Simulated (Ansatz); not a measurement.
# AlB₂H₄NO: up Jacob's ladder to CCSD(T)

Aim: compute AlB₂H₄NO with functionals from several rungs and with coupled cluster. The yardstick is the atomisation energy at the CCSD(T) limit.

Program: Ansatz 0.2.0, Gaussian basis. Level of theory: functionals in def2-TZVPP, the program's frozen cores in correlated methods. These are calculated values, not measurements.

Levels to be run: LDA (SPW92), PBE-D4, revPBE-D4, BLYP-D4, r2SCAN-D4, B97M-V, PBE0-D4, B3LYP-D4, r2SCANh-D4, r2SCAN0-D4, HSE06-D4, BHLYP-D4, CAM-B3LYP-D4, LC-ωPBE, ωB97X-V, ωB97M-V, B2PLYP, PBE-QIDH; CCSD(T)/def2-SVP; CCSD(T)/def2-TZVPP; MP2/def2-QZVPP; extrapolation to the limit; RPA on PBE.

## 1. Structure used throughout

All runs share one geometry, relaxed beforehand with PBE0-D4 in a triple-zeta def2 set.

SMILES `N[B]1[AlH][B]1O`, 9 atoms, charge 0, spin multiplicity 1.

Atoms are counted from 1 here; the program's logs count them from 0.

Bond lengths: N1–B2 1.374 Å, N1–H6 1.009 Å, N1–H7 1.009 Å, B2–Al3 2.026 Å, B2–B4 1.890 Å, Al3–B4 2.021 Å, Al3–H8 1.596 Å, B4–O5 1.334 Å, O5–H9 0.963 Å. Angles: B2–N1–H6 123.5°, B2–N1–H7 122.9°, H6–N1–H7 113.6°, N1–B2–Al3 166.3°, N1–B2–B4 123.0°, Al3–B2–B4 62.0°, B2–Al3–B4 55.7°, B2–Al3–H8 121.6°, B4–Al3–H8 123.0°, B2–B4–Al3 62.3°, B2–B4–O5 120.7°, Al3–B4–O5 166.8°, B4–O5–H9 113.9°.

## 2. LDA

This LDA is Slater exchange with PW92 correlation.

in.yaml

```yaml
crystal:
  periodic: [false, false, false]
  atoms:
    - {symbol: N, position_ang: [1.035952, 0.533943, -1.351299]}
    - {symbol: B, position_ang: [0.334599, -0.390236, -0.615379]}
    - {symbol: Al, position_ang: [-1.019887, -1.711221, 0.109724]}
    - {symbol: B, position_ang: [-0.529831, 0.029920, 1.012144]}
    - {symbol: O, position_ang: [-0.482779, 1.267166, 1.508135]}
    - {symbol: H, position_ang: [1.639228, 1.230205, -0.940659]}
    - {symbol: H, position_ang: [0.985001, 0.585752, -2.357225]}
    - {symbol: H, position_ang: [-0.577907, -3.137020, 0.674358]}
    - {symbol: H, position_ang: [-1.295976, 1.545192, 1.943101]}
basis:
  gaussian: {orbitals: def2-TZVPP}
hamiltonian: {xc: lda}
output: {orbitals: {seedname: orbitals}}
```

Started as:

```console
> ansatz run in.yaml --threads 2 --pin off --events-out ev --progress --plain --max-ram 4352MiB
```

After this run come: PBE-D4 (GGA); revPBE-D4 (GGA); BLYP-D4 (GGA); r2SCAN-D4 (meta-GGA); B97M-V (meta-GGA); B3LYP-D4 (hybrid); r2SCANh-D4 (hybrid); r2SCAN0-D4 (hybrid); HSE06-D4 (hybrid); BHLYP-D4 (hybrid); CAM-B3LYP-D4 (range-separated); LC-ωPBE (range-separated); ωB97X-V (range-separated); ωB97M-V (range-separated); B2PLYP (double hybrid); PBE-QIDH (double hybrid); CCSD(T) in def2-SVP; CCSD(T) in def2-TZVPP; MP2 in def2-QZVPP; RPA on PBE orbitals.

Q: Predict the results of all the runs planned. Wanted: atomisation energy, CCSD(T)/CBS; farthest beyond LDA; mean size of error, GGA; mean size of error, meta-GGA; mean size of error, hybrid; mean size of error, range-separated; mean size of error, double hybrid; gap, smallest and largest; T1 diagnostic.

As calculated:

| quantity | value |
| --- | --- |
| atomisation energy, CCSD(T)/CBS | 3088.2 kJ/mol |
| functionals within 15.4 kJ/mol (0.5 %) | LC-ωPBE, ωB97X-V, B2PLYP, PBE-QIDH |
| farthest beyond LDA | PBE-D4 (+138.1 kJ/mol) |
| mean size of error, GGA | 75.1 kJ/mol |
| mean size of error, meta-GGA | 66.8 kJ/mol |
| mean size of error, hybrid | 44.7 kJ/mol |
| mean size of error, range-separated | 19.3 kJ/mol |
| mean size of error, double hybrid | 13.1 kJ/mol |
| gap, smallest and largest | 1.70 eV (LDA (SPW92)), 7.86 eV (LC-ωPBE) |
| T1 diagnostic | 0.0212 |
| triples share of the correlation energy | 4.6 % |

What this shows: The LDA atomisation energy is off by 561.7 kJ/mol (18 %): it overbinds. PBE-D4 is off by +138.1 kJ/mol. Double hybrids carry the basis error of their MP2 part in triple zeta, and no dispersion term here, so their miss is partly the set-up's. By mean error the best rung here is double hybrid (13.1 kJ/mol) and the worst beyond LDA is GGA (75.1 kJ/mol). The gap between the best rungs is small, so their order is not settled. The reference freezes the cores and leaves out relativity and excitations past (T), so misses under about 15.4 kJ/mol can't be ranked. Hartree-Fock recovers 69 % of the binding; the rest is correlation. CCSD(T) in def2-SVP is off by -172.9 kJ/mol, more than most functionals: a good method in a small basis is no reference. The gap grows from 1.7 to 7.9 eV across the functionals, mostly with the share of exact exchange. T1 = 0.021 passes the customary mark of 0.02 by a little. The restricted reference is unstable towards a spin-broken one.
